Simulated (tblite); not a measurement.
# C6H12FGeN: the cost of one run

Computed with tblite 0.8.0 and PySCF 2.14.0, with density-fitted response routines of our own, on a single molecule in the gas phase. Atoms are numbered from 0 throughout.

## Step 1: The molecule as given

21 atoms, charge 0, multiplicity 1; geometry from: force field or distance geometry start.

Bonds of the start (Å): C0–C1 1.50, C1–C2 1.34, C2–Ge3 1.95, Ge3–C4 1.95, C4–F5 1.38, C1–C6 1.52, C6–C7 1.51, C7–N8 1.28, C0–H9 1.11, C0–H10 1.10, C0–H11 1.12, C2–H12 1.09, Ge3–H13 1.54, Ge3–H14 1.54, C4–H15 1.11, C4–H16 1.10, C6–H17 1.11, C6–H18 1.12, C7–H19 1.09, N8–H20 1.04.

## Step 2: Relaxing the molecule with GFN2-xTB

What the job is given:

```
{"job": {"kind": "relax", "xc": "GFN2-xTB", "basis": "xTB"}, "charge": 0, "multiplicity": 1}
C      0.767000    -0.571200    -1.959400
C      0.681600    -0.594300    -0.461100
C     -0.431400    -0.258200     0.207700
Ge    -2.066400     0.311000    -0.688000
C     -3.423100     0.699100     0.662800
F     -2.982400     1.720500     1.471200
C      1.903700    -1.014000     0.339100
C      2.552300     0.175100     0.998600
N      3.115900     1.072400     0.282500
H      0.545200     0.457100    -2.321800
H      1.762000    -0.863600    -2.324300
H      0.011900    -1.276800    -2.385300
H     -0.467000    -0.281700     1.300100
H     -1.782400     1.572300    -1.526000
H     -2.572800    -0.826200    -1.600500
H     -4.360600     1.015000     0.161200
H     -3.614700    -0.201900     1.268700
H      2.650300    -1.525500    -0.306100
H      1.603800    -1.748400     1.128000
H      2.545000     0.259200     2.083500
H      3.553500     1.897100     0.730900
```

Launch:

```sh
$ OMP_NUM_THREADS=1 python probes_run.py task.json out
```

One launch serves the whole session: the jobs run in the order shown.

**Question.** How long does this first job take on 1 thread of Arm Neoverse V1, shared host, and how much memory does it need?

About 1.4 s, with a peak of 0.18 GiB.
